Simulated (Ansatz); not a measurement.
# C₂H₆B₂: small, medium and large basis sets

An exercise on one series of results from a longer session: the logs are not shown, and one member is left open.

Program: Ansatz 0.2.0, Gaussian basis. Level of theory: one geometry, several basis sets. These are calculated values, not measurements.

Plan: PBE0-D4/def2-SVP; ωB97M-V/def2-SVP; PBE0-D4/def2-QZVPP; ωB97M-V/def2-QZVPP; the functionals' def2-TZVPP values are taken from earlier runs.

## The relaxed structure

The geometry comes from an earlier relaxation with PBE0-D4 in a triple-zeta def2 set; it is a stationary point, not always the lowest conformer.

10 atoms, charge 0, spin multiplicity 1.

Atoms are counted from 1 here; the program's logs count them from 0.

Bond lengths: B1–C2 1.548 Å, B1–H5 1.197 Å, B1–H6 1.200 Å, C2–B3 1.548 Å, C2–C4 1.353 Å, B3–H7 1.200 Å, B3–H8 1.197 Å, C4–H9 1.089 Å, C4–H10 1.089 Å. Angles: C2–B1–H5 121.4°, C2–B1–H6 119.5°, H5–B1–H6 119.0°, B1–C2–B3 124.8°, B1–C2–C4 117.6°, B3–C2–C4 117.6°, C2–B3–H7 119.5°, C2–B3–H8 121.4°, H7–B3–H8 119.0°, C2–C4–H9 121.9°, C2–C4–H10 121.9°, H9–C4–H10 116.2°.

Set-up of the first run:

Input file in.yaml:

```yaml
crystal:
  periodic: [false, false, false]
  atoms:
    - {symbol: B, position_ang: [-1.154679, 0.579363, -0.822370]}
    - {symbol: C, position_ang: [0.016177, 0.005638, 0.011718]}
    - {symbol: B, position_ang: [0.522434, -1.455146, -0.063000]}
    - {symbol: C, position_ang: [0.643906, 0.842911, 0.868581]}
    - {symbol: H, position_ang: [-1.754664, -0.098762, -1.604568]}
    - {symbol: H, position_ang: [-1.470996, 1.728963, -0.685092]}
    - {symbol: H, position_ang: [1.439619, -1.799401, 0.630355]}
    - {symbol: H, position_ang: [0.018896, -2.253230, -0.798650]}
    - {symbol: H, position_ang: [1.476722, 0.513816, 1.488431]}
    - {symbol: H, position_ang: [0.345587, 1.884650, 0.977594]}
basis:
  gaussian: {orbitals: def2-SVP}
hamiltonian: {xc: pbe0, dispersion: d4}
output: {orbitals: {seedname: orbitals}}
```

The run is started by

```bash
> ansatz run in.yaml --threads 2 --pin off --events-out ev --progress --plain --max-ram 4352MiB
```

Steps of the session up to this table: PBE0-D4 in def2-SVP; ωB97M-V in def2-SVP; PBE0-D4 in def2-QZVPP; ωB97M-V in def2-QZVPP.

One of the session's tables, all rows but one given; the rest of the session is left out.

It belongs to the step «Density functionals: the series». 

| functional | basis | HOMO (eV) | LUMO (eV) |
| --- | --- | --- | --- |
| PBE0-D4 | def2-SVP | -8.59 | -2.55 |
| PBE0-D4 | def2-TZVPP | -8.62 | -2.61 |
| PBE0-D4 | def2-QZVPP | ? | ? |
| ωB97M-V | def2-SVP | -10.85 | -0.38 |
| ωB97M-V | def2-TZVPP | -10.91 | -0.54 |
| ωB97M-V | def2-QZVPP | -10.92 | -0.57 |

**Question.** Estimate the row for PBE0-D4, def2-QZVPP.

The run gave: HOMO (eV): -8.63; LUMO (eV): -2.63. In the column «HOMO (eV)» it lies between ωB97M-V, def2-SVP (-10.85) and PBE0-D4, def2-TZVPP (-8.62).
